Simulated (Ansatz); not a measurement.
# ClF2GeHO: the cost of one run

Method: RKS PBE/def2-SVP, in Ansatz 0.2.0.

## Step 1: Starting point

Bond lengths: Ge1–Cl2 2.220 Å, Ge1–O3 1.770 Å, O3–H4 1.010 Å, Ge1–F5 1.679 Å, Ge1–F6 1.679 Å. Angles: Cl2–Ge1–O3 109.4°, Cl2–Ge1–F5 109.5°, Cl2–Ge1–F6 109.5°, O3–Ge1–F5 109.5°, O3–Ge1–F6 109.5°, F5–Ge1–F6 109.5°, Ge1–O3–H4 109.5°.

Coordinates:

```xyz
6

Ge    0.0000    0.0000    0.0000
Cl    0.0000    0.0000    2.2200
O     1.6691    0.0000   -0.5894
H     1.9855   -0.9521   -0.7061
F    -0.7913    1.3709   -0.5594
F    -0.7913   -1.3709   -0.5594
```

## Step 2: Preparing the start

input.yaml

```yaml
crystal:
  periodic: [false, false, false]
  atoms:
    - { symbol: Ge, position_ang: [0.0, 0.0, 0.0] }
    - { symbol: Cl, position_ang: [0.0, 0.0, 2.22] }
    - { symbol: O, position_ang: [1.6691, 0.0, -0.5894] }
    - { symbol: H, position_ang: [1.9855, -0.9521, -0.7061] }
    - { symbol: F, position_ang: [-0.7913, 1.3709, -0.5594] }
    - { symbol: F, position_ang: [-0.7913, -1.3709, -0.5594] }
basis:
  gaussian: { orbitals: def2-SVP }
hamiltonian:
  xc: pbe
relax:
  f_tol: 0.02
  max_steps: 40
```

On the command line:

```console
ansatz run input.yaml --threads 2 --pin off --max-ram 3072MiB --backend cpu --events-out ev --progress --plain --runs-dir out
```

**Question.** How long does this run take on 2 threads of Intel Xeon Platinum 8375C at 2.90GHz (Ice Lake), shared host, and how much memory does it need?

About 42 s, with a peak of 0.16 GiB.
